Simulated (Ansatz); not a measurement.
Run this with the Python package of Ansatz (0.2.0) and show what comes out.

Script `c2h6alns.py`:
```python
'''Cost of removing each kind of hydrogen from C2H6AlNS, fragments frozen.'''

import logging
import sys

import ansatz as az
from ase import Atoms

logging.basicConfig(stream=sys.stdout, format='[%(levelname)s] %(message)s')
log = logging.getLogger('run')
log.setLevel(logging.INFO)


def energy_of(molecule, charge=0, unpaired=0):
    calc = (
        molecule.calculation()
        .basis(gaussian='6-31G*')
        .functional('r2scan0')
    )
    if charge:
        calc = calc.charge(charge)
    if unpaired:
        calc = calc.spin('collinear', total=unpaired)
    return calc.run().report['free_energy_ev']

def without(molecule, index):
    rest = az.Crystal.molecule()
    for i, site in enumerate(molecule.cartesian_sites):
        if i != index:
            rest = rest.atom(site.symbol, site.position_ang)
    return rest


def main() -> None:
    atoms = Atoms(['C', 'N', 'C', 'S', 'Al', 'H', 'H', 'H', 'H', 'H', 'H'], positions=[
        (-1.3137, -1.2014, 0.3364),
        (-0.399, -0.665, 1.2765),
        (0.1128, 0.5088, 1.1988),
        (-0.1717, 1.7036, -0.0899),
        (1.5101, 1.0329, -1.3892),
        (-2.2608, -0.4874, 0.3141),
        (-0.887, -1.1981, -0.6867),
        (-1.6325, -2.1632, 0.6126),
        (0.8588, 0.818, 2.0208),
        (2.9336, 1.7438, -1.1726),
        (1.3147, -0.1489, -2.4001),
    ])
    c2h6alns = az.Crystal.molecule_from_ase(atoms)

    whole = energy_of(c2h6alns, 0)
    hydrogen = energy_of(az.Crystal.molecule().atom('H', (0, 0, 0)), 0, 1)
    log.info(f'E(molecule) = {whole:.5f} eV, E(H) = {hydrogen:.5f} eV')
    for index in [7, 8, 10]:
        radical = energy_of(without(c2h6alns, index), 0, 1)
        log.info(f'H{index}: homolysis {96.485332 * (radical + hydrogen - whole):.1f} kJ/mol')


if __name__ == '__main__':
    main()
```

Output of `python c2h6alns.py`:
```text
[INFO] E(molecule) = -21088.14035 eV, E(H) = -13.55743 eV
[INFO] H7: homolysis 458.2 kJ/mol
[INFO] H8: homolysis 424.0 kJ/mol
[INFO] H10: homolysis 340.9 kJ/mol
```

Total energies depend on the basis set; only differences at equal settings carry meaning. The geometry is a force-field or estimated start, not a minimum of this method, and the basis set is short of its limit. All parts are taken at fixed geometry, without zero-point energy. Timing: 57 s on 1 thread of Arm Neoverse V2, on a shared host, peak memory 0.39 GiB.
